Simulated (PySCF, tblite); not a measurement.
**C4H4NO4−: geometry, infrared bands and NMR shifts**

What infrared bands and NMR shifts should C4H4NO4− (`N#CCOCOC(=O)[O-]`) show?

Programs: tblite 0.8.0 and PySCF 2.14.0, with density-fitted response routines of our own. Each step states its level of theory. These are calculated values for one molecule in the gas phase, unless marked as measured. Atoms count from 0, in the outputs and in this text.

### Step 1. The molecule as given

13 atoms, charge -1, multiplicity 1; geometry from: force field or distance geometry start.

Bonds of the start (Å): N0–C1 1.18, C1–C2 1.46, C2–O3 1.44, O3–C4 1.44, C4–O5 1.41, O5–C6 1.34, C6–O7 1.26, C6–O8 1.26, C2–H9 1.10, C2–H10 1.10, C4–H11 1.10, C4–H12 1.10.

### Step 2. Optimising the geometry with GFN2-xTB

Job settings and geometry (Å):

```
{"job": {"kind": "relax", "xc": "GFN2-xTB", "basis": "xTB"}, "charge": -1, "multiplicity": 1}
N      4.111200     0.249000    -0.021600
C      2.941900     0.254900     0.100900
C      1.497500     0.248900     0.322100
O      0.822700    -0.329600    -0.809800
C     -0.556000    -0.597800    -0.478600
O     -1.201800     0.581400    -0.059700
C     -2.456900     0.376100     0.363500
O     -2.936700    -0.785800     0.258300
O     -3.015800     1.385600     0.862000
H      1.254100    -0.310600     1.236100
H      1.141500     1.283300     0.442800
H     -1.022700    -0.974700    -1.403300
H     -0.583400    -1.380100     0.291000
```

Run with:

```sh
$ OMP_NUM_THREADS=1 python probes_run.py task.json out
```

The driver reads the jobs from task.json and runs them one after another.

**Question.** This job is followed by: GFN2-xTB harmonic vibrations, gas phase; GIAO PBE0/pcSseg-1 NMR shielding, non-relativistic, gas phase. Predict these results of the whole session: strongest single infrared mode (GFN2-xTB); zero-point energy (GFN2-xTB); 13C shifts against TMS (PBE0/pcSseg-1); 1H shifts against TMS (PBE0/pcSseg-1, means over atoms taken as alike); 15N shifts against NH3 (PBE0/pcSseg-1); 17O shifts against H2O (PBE0/pcSseg-1, means over atoms taken as alike).

The runs gave:

| quantity | value |
| --- | --- |
| strongest single infrared mode (GFN2-xTB) | 1958 cm⁻¹, 828 km/mol |
| zero-point energy (GFN2-xTB) | 51.7 kcal/mol |
| 13C shifts against TMS (PBE0/pcSseg-1) | 153.3, 127.4, 92.7, 50.9 ppm |
| 1H shifts against TMS (PBE0/pcSseg-1, means over atoms taken as alike) | 5.51, 4.99 ppm |
| 15N shifts against NH3 (PBE0/pcSseg-1) | 293.5 ppm |
| 17O shifts against H2O (PBE0/pcSseg-1, means over atoms taken as alike) | 229.1, 207.3, 65.8 ppm |

The optimisation took 112 steps and gained 0.616 eV; among the close pairs (by a distance rule), O5–C6 changed most, from 1.340 to 1.526 Å. All 33 modes are real, so the xTB geometry is a minimum. The strongest single mode, at 1958 cm⁻¹, moves mainly C6. GFN2-xTB is a fitted tight-binding method: band positions and strengths are rough. Its intensities can rank the bands wrongly. H11, H12 (mean) (hydrogen on an sp3 carbon bearing two oxygens) lies farthest downfield among hydrogen, at 5.51 ppm; its carbon carries O, hence the downfield position. At PBE0/pcSseg-1: Shielding is most anisotropic at N0 (span 474 ppm, paramagnetic term -367 ppm).
